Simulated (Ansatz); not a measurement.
Write a Python script for the Python package of Ansatz (0.2.0) that makes a single point of Be3Si, space group I4/mmm. Use: PBEsol, PAW, cutoff 450 eV, 10×10×10 k-points, Fermi-Dirac smearing of 0.05 eV.

Input file `be3si.cif`:
```cif
data_Be3Si
_cell_length_a 4.187571
_cell_length_b 4.187571
_cell_length_c 4.187571
_cell_angle_alpha 131.93027
_cell_angle_beta 131.93027
_cell_angle_gamma 70.33918
_symmetry_space_group_name_H-M 'P 1'
_symmetry_Int_Tables_number 1
loop_
_symmetry_equiv_pos_as_xyz
'x, y, z'
loop_
_atom_site_label
_atom_site_type_symbol
_atom_site_fract_x
_atom_site_fract_y
_atom_site_fract_z
Be1 Be    0.750000    0.250000    0.500000
Be2 Be    0.250000    0.750000    0.500000
Be3 Be    0.500000    0.500000    0.000000
Si4 Si    0.000000    0.000000    0.000000
```

Script `run_scf.py`:
```python
"""SCF run for Be3Si."""

import warnings

import ansatz as az
from ase.io import read

warnings.simplefilter("ignore", az.DeckWarning)

atoms = read("be3si.cif")
cell = az.Crystal.from_ase(atoms)

# the calculation
job = (
    cell.calculation()
    .basis(450)  # a bare number is in eV
    .functional("pbesol")
    .occupations(az.OccupationsMethod.FERMI_DIRAC, width=0.05)
    .kpoints(10)  # sampling of the Brillouin zone
    .bader_charges()  # charges by zero-flux basins
    .band_table()
)
def show(event):
    row = event["data"]
    if event["event"] == "scf_iter" and row.get("harris_foulkes_ev") is not None:
        print(f"  iteration {row['iter']:3d}  Harris-Foulkes {row['harris_foulkes_ev']:.5f} eV  residual {row['dr2_ev']:.2e}")


out = job.session().plan().execute(on_event=show)
report = out.report

for key in ("converged", "n_iterations", "n_electrons", "n_kpoints", "n_pw", "n_symmetry_ops", "free_energy_ev", "fermi_energy_ev"):
    print(f"{key:18s} {report[key]}")

charges = out.bader_charges()
for atom in charges.atoms:
    print(f"Bader charge {atom.symbol:2s} {atom.partial_charge_e:+.3f} e")

edges = report.get("band_edges_ev")
if edges:
    print(f"band edges on the mesh: {edges[0]:.3f} and {edges[1]:.3f} eV, gap {edges[1] - edges[0]:.3f} eV")
else:
    print("no band edges reported (a metal, or a gap too narrow for this smearing); Fermi level", round(report["fermi_energy_ev"], 3), "eV")
```

```console
$ python run_scf.py
  iteration   1  Harris-Foulkes -891.58907 eV  residual 9.87e-04
  iteration   2  Harris-Foulkes -891.58880 eV  residual 2.96e-04
  iteration   3  Harris-Foulkes -891.58874 eV  residual 7.56e-06
  iteration   4  Harris-Foulkes -891.58874 eV  residual 1.10e-07
  iteration   5  Harris-Foulkes -891.58874 eV  residual 2.02e-09
  iteration   6  Harris-Foulkes -891.58874 eV  residual 8.73e-12
converged          True
n_iterations       6
n_electrons        10.0
n_kpoints          102
n_pw               819
n_symmetry_ops     16
free_energy_ev     -891.5887374983445
fermi_energy_ev    8.75297502540559
Bader charge Be +1.162 e
Bader charge Be +1.162 e
Bader charge Be +1.121 e
Bader charge Si -3.444 e
no band edges reported (a metal, or a gap too narrow for this smearing); Fermi level 8.753 eV
```

Total energies depend on the potentials; only differences at equal settings carry meaning. A total without «per atom» is that of the cell as typed. The mesh is modest for a metal, so energies can be off by several to tens of meV an atom and pressures by half a GPa or more; differences at equal mesh fare better. Only differences from the Fermi energy are physical; the zero of the scale is a convention. This cell is a computed structure, which may not be the phase found in nature. Gaps and levels are Kohn-Sham values on a finite set of k-points. Run time: 40 s on 1 thread of Arm Neoverse V1 (shared host), peak memory 0.43 GiB.

(Lines on the test bed's own set-up are left out of the output.)
